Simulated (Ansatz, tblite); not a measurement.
# The cluster Si₂₀H₂₆: spin-state energies by level, part 2 of 2

Aim: set other spin states of the cluster Si₂₀H₂₆ against its singlet, on many levels of theory.

Ansatz 0.2.0, Gaussian basis; as each input shows.

### Step 5. Triplet, GFN2-xTB

Tight binding, by tblite at 300 K electronic temperature and without a spin-polarisation term:

```python
tblite.interface.Calculator('GFN2-xTB', numbers, positions, charge=0, uhf=2).singlepoint()
```

Energy -1290.2259 eV; 0.49 s.

### Step 6. Triplet, PBE0-D4/def2-SVP

in.yaml

```yaml
crystal:
  periodic: [false, false, false]
  atoms:
    - {symbol: Si, position_ang: [-4.007012, 1.988693, -0.283961]}
    - {symbol: Si, position_ang: [-1.311413, -2.946446, 2.876134]}
    - {symbol: Si, position_ang: [1.477120, -3.374055, -0.407344]}
    - {symbol: Si, position_ang: [-1.396882, 2.206105, -2.914062]}
    - {symbol: Si, position_ang: [1.575151, -0.559837, -2.979247]}
    - {symbol: Si, position_ang: [-1.167524, -0.567598, -0.313599]}
    - {symbol: Si, position_ang: [-1.021130, 2.422418, 2.101068]}
    - {symbol: Si, position_ang: [1.543372, -0.475530, 2.342923]}
    - {symbol: Si, position_ang: [1.845617, 1.947732, -0.441531]}
    - {symbol: Si, position_ang: [4.357493, -1.004831, -0.161500]}
    - {symbol: Si, position_ang: [-2.495109, -1.771896, 1.214660]}
    - {symbol: Si, position_ang: [-2.655113, 0.645235, -1.672261]}
    - {symbol: Si, position_ang: [-2.416615, 3.518212, 0.548224]}
    - {symbol: Si, position_ang: [0.145647, -1.929700, -1.701157]}
    - {symbol: Si, position_ang: [0.160871, -1.474180, 3.967751]}
    - {symbol: Si, position_ang: [2.736425, -2.112333, 1.135545]}
    - {symbol: Si, position_ang: [0.496034, 1.284500, -3.994072]}
    - {symbol: Si, position_ang: [-1.157776, 3.968227, -1.379618]}
    - {symbol: Si, position_ang: [3.199059, 0.449062, -1.609326]}
    - {symbol: Si, position_ang: [0.254004, 0.863541, 0.885429]}
    - {symbol: H, position_ang: [-5.053634, 2.711232, -1.095076]}
    - {symbol: H, position_ang: [-4.690901, 1.211416, 0.809804]}
    - {symbol: H, position_ang: [-2.295065, -3.535506, 3.857799]}
    - {symbol: H, position_ang: [-0.523004, -4.076113, 2.268408]}
    - {symbol: H, position_ang: [2.460084, -4.087470, -1.305681]}
    - {symbol: H, position_ang: [0.627254, -4.417057, 0.270123]}
    - {symbol: H, position_ang: [-2.284747, 2.706496, -4.034137]}
    - {symbol: H, position_ang: [2.214944, -1.405649, -4.056121]}
    - {symbol: H, position_ang: [-1.820141, 1.718910, 3.171660]}
    - {symbol: H, position_ang: [-0.093464, 3.408146, 2.767372]}
    - {symbol: H, position_ang: [2.561862, 0.414868, 3.018622]}
    - {symbol: H, position_ang: [2.576045, 2.988486, 0.378261]}
    - {symbol: H, position_ang: [5.187724, -2.001919, -0.934823]}
    - {symbol: H, position_ang: [5.279577, -0.192925, 0.713833]}
    - {symbol: H, position_ang: [-3.398502, -2.702391, 0.442344]}
    - {symbol: H, position_ang: [-3.371642, -0.768425, 1.924597]}
    - {symbol: H, position_ang: [-3.436742, -0.316777, -2.535873]}
    - {symbol: H, position_ang: [-0.756542, -2.721168, -2.619687]}
    - {symbol: H, position_ang: [0.998617, -2.210085, 4.984870]}
    - {symbol: H, position_ang: [-0.633315, -0.411429, 4.685137]}
    - {symbol: H, position_ang: [3.412347, -3.046037, 2.114078]}
    - {symbol: H, position_ang: [-0.016395, 0.855837, -5.350716]}
    - {symbol: H, position_ang: [1.526655, 2.364861, -4.223482]}
    - {symbol: H, position_ang: [0.250332, 4.449421, -1.113572]}
    - {symbol: H, position_ang: [-3.036162, 4.762078, 1.137274]}
    - {symbol: H, position_ang: [4.152634, 1.223900, -2.489046]}
basis:
  gaussian: {orbitals: def2-SVP, fitting: {mean_field: def2-universal-jkfit}, initial_orbitals: start.molden}
magnetization: {spin_polarized: true, initial_magnetization: 2}
hamiltonian: {xc: pbe0, dispersion: d4}
scf: {omitted_lower_state_checks: [starts]}
output: {orbitals: {seedname: orbitals}}
```

The run is started by

```console
> ansatz run in.yaml --threads 2 --pin off --events-out ev --progress --plain --max-ram 32768MiB --backend cuda --devices 0, --max-vram 18GiB
```

The program printed:

```text
Functional definition: PBE0
  name "PBE0"
  cite "Adamo & Barone, J. Chem. Phys. 110, 6158 (1999) doi:10.1063/1.478522"
  cite "Perdew, Burke & Ernzerhof, Phys. Rev. Lett. 77, 3865 (1996) doi:10.1103/PhysRevLett.77.3865"
  parent pbe
  parameter a = 0.25
  parameter kappa = 0.804
  parameter beta = 0.06672455060314922
  exchange = (1 - a)*pbe_x(kappa = kappa, mu = beta*pi^2/3) + a*exact_x
  correlation = pbe_c(beta = beta)
these checks for a lower state are left out or cut short: starts
3028 factors; integrals over basis functions are off by at most 3.2e-1 eV
mean field evaluation 1: about -157864.1986 eV, gradient 1.0e1 eV
mean field evaluation 2: about -157864.6109 eV, gradient 4.1e-1 eV
mean field evaluation 4: about -157864.6070 eV, gradient 4.9e-3 eV
mean field -157864.60700914 eV, -5801.4173031119 hartree, gradient 1.2e-5 eV, S^2 2.010204; 0 other end points of the search recorded, 0 dependent functions left out
reference -157864.60707219 eV, -5801.4173054290 hartree; 154, 152 occupied and 336, 338 virtual orbitals, 3028 factors
Total energy: -157867.75536376 eV, -5801.5330030101 hartree
Checks for a lower state left out: starts
```

It took 9 s on 1 × H100 (card shared with other runs) with 2 threads of AMD EPYC 7R13, shared host; peak host memory 1.2 GiB.

HOMO -5.50 eV, LUMO -3.55 eV (over both spins); ⟨S²⟩ 2.010 (pure: 2.00).

### Step 7. Triplet, PBE-D4/def2-SVP

in.yaml: that of step 6 with these lines changed.

```diff
@@ -52,3 +52,3 @@
 magnetization: {spin_polarized: true, initial_magnetization: 2}
-hamiltonian: {xc: pbe0, dispersion: d4}
+hamiltonian: {xc: pbe, dispersion: d4}
 scf: {omitted_lower_state_checks: [starts]}
```

The command is unchanged.

The program printed:

```text
Functional definition: PBE
  name "PBE"
  cite "Perdew, Burke & Ernzerhof, Phys. Rev. Lett. 77, 3865 (1996) doi:10.1103/PhysRevLett.77.3865"
  parent pbe
  parameter kappa = 0.804
  parameter beta = 0.06672455060314922
  exchange = pbe_x(kappa = kappa, mu = beta*pi^2/3)
  correlation = pbe_c(beta = beta)
these checks for a lower state are left out or cut short: starts
3028 factors; integrals over basis functions are off by at most 3.2e-1 eV
mean field evaluation 1: about -157847.8536 eV, gradient 9.8e0 eV
mean field evaluation 2: about -157848.2485 eV, gradient 4.2e-1 eV
mean field evaluation 4: about -157848.2417 eV, gradient 5.5e-3 eV
mean field -157848.24168486 eV, -5800.8158885376 hartree, gradient 2.0e-5 eV, S^2 2.007465; 0 other end points of the search recorded, 0 dependent functions left out
reference -157848.24176867 eV, -5800.8158916176 hartree; 154, 152 occupied and 336, 338 virtual orbitals, 3028 factors
Total energy: -157851.69657254 eV, -5800.9428533181 hartree
Checks for a lower state left out: starts
```

It took 7 s on 1 × H100 (card shared with other runs) with 2 threads of AMD EPYC 7R13, shared host; peak host memory 1.2 GiB.

HOMO -4.55 eV, LUMO -4.24 eV (over both spins); ⟨S²⟩ 2.007 (pure: 2.00).

### Step 8. Triplet, r2SCAN-D4/def2-SVP

in.yaml: that of step 7 with these lines changed.

```diff
@@ -52,3 +52,3 @@
 magnetization: {spin_polarized: true, initial_magnetization: 2}
-hamiltonian: {xc: pbe, dispersion: d4}
+hamiltonian: {xc: r2scan, dispersion: d4}
 scf: {omitted_lower_state_checks: [starts]}
```

Same command.

The program printed:

```text
Functional definition: r2SCAN
  name "r2SCAN"
  cite "Furness, Kaplan, Ning, Perdew & Sun, J. Phys. Chem. Lett. 11, 8208 (2020) doi:10.1021/acs.jpclett.0c02405"
  cite "Furness, Kaplan, Ning, Perdew & Sun, J. Phys. Chem. Lett. 11, 9248 (2020) doi:10.1021/acs.jpclett.0c03077"
  parent r2scan
  parameter k0 = 0.174
  parameter k1 = 0.065
  parameter a1 = 4.9479
  exchange = r2scan_x(k0 = k0, k1 = k1, a1 = a1)
  correlation = r2scan_c
these checks for a lower state are left out or cut short: starts
3028 factors; integrals over basis functions are off by at most 3.2e-1 eV
mean field evaluation 1: about -157916.8871 eV, gradient 6.2e0 eV
mean field evaluation 2: about -157917.0419 eV, gradient 1.9e-1 eV
mean field evaluation 4: about -157917.0168 eV, gradient 7.4e-4 eV
mean field -157917.01677734 eV, -5803.3433265689 hartree, gradient 1.6e-5 eV, S^2 2.014591; 0 other end points of the search recorded, 0 dependent functions left out
reference -157917.01680591 eV, -5803.3433276189 hartree; 154, 152 occupied and 336, 338 virtual orbitals, 3028 factors
Total energy: -157918.01025263 eV, -5803.3798361123 hartree
Checks for a lower state left out: starts
```

It took 9 s on 1 × H100 (card shared with other runs) with 2 threads of AMD EPYC 7R13, shared host; peak host memory 1.4 GiB.

From the report: HOMO -4.91 eV, LUMO -4.03 eV (over both spins); ⟨S²⟩ 2.015 (pure: 2.00).

### Step 9. Triplet, B2PLYP/def2-SVP

in.yaml: that of step 8 with these lines changed.

```diff
@@ -52,4 +52,3 @@
 magnetization: {spin_polarized: true, initial_magnetization: 2}
-hamiltonian: {xc: r2scan, dispersion: d4}
+hamiltonian: {xc: {name: B2PLYP}}
 scf: {omitted_lower_state_checks: [starts]}
-output: {orbitals: {seedname: orbitals}}
```

The command is unchanged.

The program printed, cut to the lines that bear on the results:

```text
Functional definition: B2PLYP
  name "B2PLYP"
  cite "Grimme, J. Chem. Phys. 124, 034108 (2006) doi:10.1063/1.2148954"
  cite "Becke, Phys. Rev. A 38, 3098 (1988) doi:10.1103/PhysRevA.38.3098"
  cite "Lee, Yang & Parr, Phys. Rev. B 37, 785 (1988) doi:10.1103/PhysRevB.37.785"
[...]
3028 factors; integrals over basis functions are off by at most 3.2e-1 eV
[...]
mean field -157840.07118354 eV, -5800.5156281523 hartree, gradient 5.3e-6 eV, S^2 2.012485; 0 other end points of the search recorded, 0 dependent functions left out
100 core orbitals not correlated: weight in the atoms' cores, before any rotation towards them, 1.000 or more for the frozen orbitals, at most 0.000 for the correlated occupied ones
reference -157840.07157746 eV, -5800.5156426286 hartree; 54, 52 occupied and 336, 338 virtual orbitals, 3028 factors
second order -66.95083570 eV of doubles, -0.00000000 eV of singles
Total energy: -157858.14830310 eV, -5801.1799500430 hartree
Checks for a lower state left out: starts
```

It took 10 s on 1 × H100 (card shared with other runs) with 2 threads of AMD EPYC 7R13, shared host; peak host memory 3 GiB.

From the report: ⟨S²⟩ 2.012 (pure: 2.00).

### Step 10. Triplet, CAM-B3LYP-D4/def2-SVP

in.yaml: that of step 9 with these lines changed.

```diff
@@ -52,3 +52,4 @@
 magnetization: {spin_polarized: true, initial_magnetization: 2}
-hamiltonian: {xc: {name: B2PLYP}}
+hamiltonian: {xc: {name: CAM-B3LYP}, dispersion: d4}
 scf: {omitted_lower_state_checks: [starts]}
+output: {orbitals: {seedname: orbitals}}
```

The command is unchanged.

The program printed, cut to the lines that bear on the results:

```text
Functional definition: CAM-B3LYP
  name "CAM-B3LYP"
  cite "Yanai, Tew & Handy, Chem. Phys. Lett. 393, 51 (2004) doi:10.1016/j.cplett.2004.06.011"
  cite "Iikura, Tsuneda, Yanai & Hirao, J. Chem. Phys. 115, 3540 (2001) doi:10.1063/1.1383587"
  cite "Becke, Phys. Rev. A 38, 3098 (1988) doi:10.1103/PhysRevA.38.3098"
  cite "Lee, Yang & Parr, Phys. Rev. B 37, 785 (1988) doi:10.1103/PhysRevB.37.785"
  cite "Vosko, Wilk & Nusair, Can. J. Phys. 58, 1200 (1980) doi:10.1139/p80-159"
[...]
  # Exact exchange under (alpha + beta erf(omega r))/r, Becke's under what is left of 1/r.
[...]
3028 factors; integrals over basis functions are off by at most 3.2e-1 eV
3028 factors; integrals over basis functions are off by at most 4.3e-7 eV
[...]
mean field -157929.14977557 eV, -5803.7892060297 hartree, gradient 1.6e-5 eV, S^2 2.008976; 0 other end points of the search recorded, 0 dependent functions left out
reference -157929.15007618 eV, -5803.7892170767 hartree; 154, 152 occupied and 336, 338 virtual orbitals, 3028 factors
Total energy: -157932.55998643 eV, -5803.9145289671 hartree
Checks for a lower state left out: starts
```

Run time: 9 s. Hardware: 1 × H100 (card shared with other runs) with 2 threads of AMD EPYC 7R13, shared host; peak host memory 1.2 GiB.

From the report: HOMO -6.48 eV, LUMO -2.54 eV (over both spins); ⟨S²⟩ 2.009 (pure: 2.00).

### Step 11. Triplet, PBE-QIDH/def2-SVP

in.yaml: that of step 10 with these lines changed.

```diff
@@ -52,4 +52,3 @@
 magnetization: {spin_polarized: true, initial_magnetization: 2}
-hamiltonian: {xc: {name: CAM-B3LYP}, dispersion: d4}
+hamiltonian: {xc: {name: PBE-QIDH}}
 scf: {omitted_lower_state_checks: [starts]}
-output: {orbitals: {seedname: orbitals}}
```

The command is unchanged.

The program printed, cut to the lines that bear on the results:

```text
Functional definition: PBE-QIDH
  name "PBE-QIDH"
  cite "Brémond, Sancho-García, Pérez-Jiménez & Adamo, J. Chem. Phys. 141, 031101 (2014) doi:10.1063/1.4890314"
  cite "Perdew, Burke & Ernzerhof, Phys. Rev. Lett. 77, 3865 (1996) doi:10.1103/PhysRevLett.77.3865"
[...]
3028 factors; integrals over basis functions are off by at most 3.2e-1 eV
[...]
mean field -157792.42961707 eV, -5798.7648328770 hartree, gradient 1.7e-6 eV, S^2 2.016840; 0 other end points of the search recorded, 0 dependent functions left out
100 core orbitals not correlated: weight in the atoms' cores, before any rotation towards them, 1.000 or more for the frozen orbitals, at most 0.000 for the correlated occupied ones
reference -157792.42964327 eV, -5798.7648338400 hartree; 54, 52 occupied and 336, 338 virtual orbitals, 3028 factors
second order -61.44373179 eV of doubles, -0.00000000 eV of singles
Total energy: -157812.91088720 eV, -5799.5175056717 hartree
Checks for a lower state left out: starts
```

It took 10 s on 1 × H100 (card shared with other runs) with 2 threads of AMD EPYC 7R13, shared host; peak host memory 3 GiB.

Report: ⟨S²⟩ 2.017 (pure: 2.00).

### Step 12. Triplet, HF/STO-3G

in.yaml: that of step 11 with these lines changed.

```diff
@@ -50,5 +50,6 @@
 basis:
-  gaussian: {orbitals: def2-SVP, fitting: {mean_field: def2-universal-jkfit}, initial_orbitals: start.molden}
+  gaussian: {orbitals: STO-3G}
 magnetization: {spin_polarized: true, initial_magnetization: 2}
-hamiltonian: {xc: {name: PBE-QIDH}}
+hamiltonian: {xc: hf}
 scf: {omitted_lower_state_checks: [starts]}
+output: {orbitals: {seedname: orbitals}}
```

Launched as before.

The program printed:

```text
Functional definition: HF
  name "HF"
  cite "Fock, Z. Phys. 61, 126 (1930) doi:10.1007/BF01340294"
  parent pbe
  exchange = exact_x
  correlation = 0
these checks for a lower state are left out or cut short: starts
2320 factors; integrals over basis functions are off by at most 4.4e-5 eV
mean field evaluation 1: about -155850.1162 eV, gradient 2.1e1 eV
mean field evaluation 2: about -155850.4381 eV, gradient 2.1e1 eV
mean field evaluation 4: about -155855.9248 eV, gradient 2.2e0 eV
mean field evaluation 8: about -155856.0274 eV, gradient 1.8e-3 eV
mean field -155856.02435487 eV, -5727.6032520339 hartree, gradient 2.6e-5 eV, S^2 2.012646; 0 other end points of the search recorded, 0 dependent functions left out
reference -155856.02435487 eV, -5727.6032520339 hartree; 154, 152 occupied and 52, 54 virtual orbitals, 2320 factors
Total energy: -155856.02435487 eV, -5727.6032520339 hartree
Checks for a lower state left out: starts
```

Run time: 2.9 s. Hardware: 1 × H100 (card shared with other runs) with 2 threads of AMD EPYC 7R13, shared host.

Report: HOMO -4.81 eV, LUMO 5.69 eV (over both spins); ⟨S²⟩ 2.013 (pure: 2.00).

### Step 13. Triplet, MP2/def2-SVP

in.yaml: that of step 12 with these lines changed.

```diff
@@ -50,5 +50,5 @@
 basis:
-  gaussian: {orbitals: STO-3G}
+  gaussian: {orbitals: def2-SVP, initial_orbitals: start.molden}
 magnetization: {spin_polarized: true, initial_magnetization: 2}
-hamiltonian: {xc: hf}
+correlation: {method: mp2}
 scf: {omitted_lower_state_checks: [starts]}
```

The command is unchanged.

The program printed:

```text
Functional definition: HF
  name "HF"
  cite "Fock, Z. Phys. 61, 126 (1930) doi:10.1007/BF01340294"
  parent pbe
  exchange = exact_x
  correlation = 0
these checks for a lower state are left out or cut short: starts
4698 factors; integrals over basis functions are off by at most 9.8e-4 eV
mean field evaluation 1: about -157605.5975 eV, gradient 2.7e1 eV
mean field evaluation 2: about -157609.0105 eV, gradient 3.2e0 eV
mean field evaluation 4: about -157609.1891 eV, gradient 8.8e-4 eV
mean field -157609.19541005 eV, -5792.0310999697 hartree, gradient 5.0e-6 eV, S^2 2.023758; 0 other end points of the search recorded, 0 dependent functions left out
100 core orbitals not correlated: weight in the atoms' cores, before any rotation towards them, 1.000 or more for the frozen orbitals, at most 0.000 for the correlated occupied ones
reference -157609.19541005 eV, -5792.0310999697 hartree; 54, 52 occupied and 336, 338 virtual orbitals, 4698 factors
second order -52.27415360 eV of doubles, -0.00000000 eV of singles
Total energy: -157661.46956365 eV, -5793.9521396817 hartree
Checks for a lower state left out: starts
```

Wall time 8.5 s (1 × H100 (card shared with other runs) with 2 threads of AMD EPYC 7R13, shared host); peak host memory 1.2 GiB.

Hartree-Fock HOMO -7.76 eV, LUMO -0.11 eV (over both spins); ⟨S²⟩ 2.024 (pure: 2.00).

### Step 14. Triplet, RPA/def2-SVP

in.yaml: that of step 13 with these lines changed.

```diff
@@ -52,4 +52,4 @@
 magnetization: {spin_polarized: true, initial_magnetization: 2}
-correlation: {method: mp2}
+hamiltonian: {xc: pbe}
+correlation: {method: rpa}
 scf: {omitted_lower_state_checks: [starts]}
-output: {orbitals: {seedname: orbitals}}
```

The command is unchanged.

The program printed, cut to the lines that bear on the results:

```text
Functional definition: PBE
  name "PBE"
  cite "Perdew, Burke & Ernzerhof, Phys. Rev. Lett. 77, 3865 (1996) doi:10.1103/PhysRevLett.77.3865"
  parent pbe
[...]
4698 factors; integrals over basis functions are off by at most 9.8e-4 eV
[...]
mean field -157848.22452515 eV, -5800.8152579299 hartree, gradient 1.1e-6 eV, S^2 2.007466; 0 other end points of the search recorded, 0 dependent functions left out
100 core orbitals not correlated: weight in the atoms' cores, before any rotation towards them, 1.000 or more for the frozen orbitals, at most 0.000 for the correlated occupied ones
reference -157602.70366653 eV, -5791.7925327957 hartree; 54, 52 occupied and 336, 338 virtual orbitals, 4698 factors
Total energy: -157701.53932762 eV, -5795.4246763475 hartree
Checks for a lower state left out: starts
```

Run time: 11 s. Hardware: 1 × H100 (card shared with other runs) with 2 threads of AMD EPYC 7R13, shared host; peak host memory 3.4 GiB.

From the report: ⟨S²⟩ 2.007 (pure: 2.00).

### Step 15. Fields of the triplet

Orbitals, density, ELF and potential are computed afterwards from the orbital file.

Frontier orbitals at PBE0-D4/def2-SVP (alpha spin), with the share of their density that lies nearest to each atom:

| orbital | energy (eV) | lies on |
| --- | --- | --- |
| HOMO-1 | -6.37 | Si18 29 %; Si9 18 %; H44 7 % |
| HOMO | -5.50 | Si9, Si18 about 30 % each |
| LUMO | -1.45 | Si6 9 %; Si12, Si14, Si20 about 6 % each |

ELF in a plane through or near 8 of the atoms.

Ten even steps from ' ' (0.00) to '@' (1.00):
```
                                                        
                                                        
                  ..          ::..                      
              ::##%%##..    %%@@@@--                    
              --@@@@@@++::--@@@@@@**                    
                ++@@##++##====%%##..                    
      ..@@@@%%::::------++++==##--    ==%%%%--          
      ::@@@@@@++----..  ..**@@##**==--%%@@@@**          
        ::==--==####--  ..++--**==@@::--++**..          
            ..++==..--++++%%**--##%%--++..::            
            ::++..##..@@==::##==..::==%%%%==            
    ..##%%==--####==++******##--      ::::..            
    ::@@@@%%--==++::  ..++==::++==::##%%##..            
      **##--::++**..  ::==--##++%%++@@@@@@@@..          
            ==@@@@--  %%@@##::%%##....##**--            
            ::##**    ##%%**..::++@@@@**..              
                        ..      %%@@@@@@--              
                                **@@@@%%..              
                                                        
                                                        
```
The map spans 16.1 Å across and 15.0 Å up, centred on the molecule. Atoms in the plane (x, y in Å): Si3 (3.1, 0.7), Si11 (0.1, -2.7), Si12 (-2.7, -0.2), Si14 (0.8, 1.1), H23 (2.4, -4.9), H24 (3.3, -2.7), H28 (0.9, 4.3), H42 (-2.5, 4.3).

The spin density lies nearest to Si9, Si18 about 32 % each; H44 6 %.

### Step 16. Triplet less singlet

The singlet's energies are those of its earlier runs, whose logs aren't repeated here.

| level | triplet less singlet (eV) | time |
| --- | --- | --- |
| GFN1-xTB | +2.712 | 0.64 s |
| GFN2-xTB | +1.739 | 0.95 s |
| HF/STO-3G | +3.645 | 9.9 s |
| HF/def2-SVP | +2.396 |  |
| PBE-D4/def2-SVP | +2.763 | 14 s |
| r2SCAN-D4/def2-SVP | +2.756 | 17 s |
| PBE0-D4/def2-SVP | +2.851 | 23 s |
| CAM-B3LYP-D4/def2-SVP | +2.850 | 18 s |
| B2PLYP/def2-SVP | +2.943 | 32 s |
| PBE-QIDH/def2-SVP | +3.040 | 23 s |
| RPA/def2-SVP | +2.881 | 25 s |
| MP2/def2-SVP | +3.080 | 22 s |

Times add the two runs; a level without a time comes out of a correlated run. Tight binding without a spin term can't rank spin states.

### Step 17. Outcome

The summary covers parts 1 to 2.

| quantity | value |
| --- | --- |
| triplet less singlet, functionals in def2-SVP | +2.756 (r2SCAN-D4) to +3.040 eV (PBE-QIDH) |

**Reading.** All functionals put the triplet above the singlet, over a spread of 0.283 eV. The checks for a lower triplet were left out, so another state of that spin may lie lower. The triplet relaxed to other bonds than the singlet, so that splitting holds a change of structure too. These are electronic energies, without zero-point motion, entropy or surroundings.
